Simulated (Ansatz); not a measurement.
# C₂H₅BF₂O: one species, many methods

An exercise on one series of results from a longer session: the logs are not shown, and one member is left open.

Program: Ansatz 0.2.0, Gaussian basis. Level of theory: functionals in def2-TZVPP, the program's frozen cores in correlated methods. These are calculated values, not measurements.

Plan: PBE-D4, r2SCAN-D4, PBE0-D4, B3LYP-D4, ωB97X-V, ωB97M-V, B2PLYP; CCSD(T)/def2-TZVPP; MP2/def2-QZVPP; extrapolation to the limit.

### The relaxed structure

All runs share one geometry, relaxed beforehand with PBE0-D4 in a triple-zeta def2 set.

SMILES `CBC(O)(F)F`, 11 atoms, charge 0, spin multiplicity 1.

Atoms are counted from 1 here; the program's logs count them from 0.

Bond lengths: C1–B2 1.539 Å, C1–H7 1.090 Å, C1–H8 1.091 Å, C1–H9 1.104 Å, B2–C3 1.598 Å, B2–H10 1.199 Å, C3–O4 1.369 Å, C3–F5 1.379 Å, C3–F6 1.348 Å, O4–H11 0.963 Å. Angles: B2–C1–H7 114.8°, B2–C1–H8 114.1°, B2–C1–H9 104.1°, H7–C1–H8 111.0°, H7–C1–H9 106.1°, H8–C1–H9 105.7°, C1–B2–C3 122.5°, C1–B2–H10 123.2°, C3–B2–H10 114.3°, B2–C3–O4 113.4°, B2–C3–F5 107.7°, B2–C3–F6 114.5°, O4–C3–F5 109.7°, O4–C3–F6 105.5°, F5–C3–F6 105.8°, C3–O4–H11 108.3°.

Coordinates:

```csv
atom,x (Å),y (Å),z (Å)
C1,-0.0948,-0.2965,1.6056
B2,0.4462,-0.3328,0.1652
C3,-0.2045,0.5225,-1.0176
O4,-0.5236,-0.2272,-2.1183
F5,0.6975,1.5050,-1.3687
F6,-1.3384,1.1686,-0.6819
H7,0.1488,-1.1722,2.2078
H8,-1.1572,-0.0573,1.6764
H9,0.4347,0.5531,2.0713
H10,1.4095,-0.9697,-0.1576
H11,0.2470,-0.7504,-2.3617
```

The first run:

File in.yaml:

```yaml
crystal:
  periodic: [false, false, false]
  atoms:
    - {symbol: C, position_ang: [-0.094781, -0.296482, 1.605649]}
    - {symbol: B, position_ang: [0.446193, -0.332827, 0.165212]}
    - {symbol: C, position_ang: [-0.204458, 0.522524, -1.017618]}
    - {symbol: O, position_ang: [-0.523620, -0.227178, -2.118255]}
    - {symbol: F, position_ang: [0.697508, 1.505039, -1.368676]}
    - {symbol: F, position_ang: [-1.338404, 1.168597, -0.681853]}
    - {symbol: H, position_ang: [0.148846, -1.172185, 2.207784]}
    - {symbol: H, position_ang: [-1.157247, -0.057298, 1.676386]}
    - {symbol: H, position_ang: [0.434746, 0.553073, 2.071284]}
    - {symbol: H, position_ang: [1.409474, -0.969650, -0.157636]}
    - {symbol: H, position_ang: [0.247044, -0.750413, -2.361678]}
basis:
  gaussian: {orbitals: def2-TZVPP}
hamiltonian: {xc: pbe, dispersion: d4}
output: {forces: true, orbitals: {seedname: orbitals}}
```

Run with:

```console
> ansatz run in.yaml --threads 4 --pin off --events-out ev --progress --plain --max-ram 10444MiB
```

Steps of the session up to this table: PBE-D4 (GGA); r2SCAN-D4 (meta-GGA); PBE0-D4 (hybrid); B3LYP-D4 (hybrid); ωB97X-V (range-separated); ωB97M-V (range-separated); B2PLYP (double hybrid); CCSD(T) in def2-TZVPP; MP2 in def2-QZVPP.

One of the session's tables, all rows but one given; the rest of the session is left out.

It belongs to the step «Atomisation energies». 

| method | atomisation energy (kJ/mol) |
| --- | --- |
| PBE-D4 | 4421.3 |
| r2SCAN-D4 | 4318.9 |
| PBE0-D4 | 4308.1 |
| B3LYP-D4 | 4280.4 |
| ωB97X-V | 4297.8 |
| ωB97M-V | 4307.5 |
| B2PLYP | ? |
| HF/def2-TZVPP | 3091.8 |
| MP2/def2-TZVPP | 4286.5 |
| CCSD/def2-TZVPP | 4099.1 |
| CCSD(T)/def2-TZVPP | 4168.3 |
| MP2/CBS | 4393.5 |
| CCSD(T)/CBS | 4275.3 |

**Question.** Estimate the row for B2PLYP.

The run gave: atomisation energy (kJ/mol): 4244.3. In the column «atomisation energy (kJ/mol)» it lies between CCSD(T)/def2-TZVPP (4168.3) and CCSD(T)/CBS (4275.3).

Caveats from the session: Free atoms (2 C, 1 B, 1 O, 2 F, 5 H) were run apart at each level; the atomisation energy is their sum less the molecule, without zero-point or spin-orbit terms.
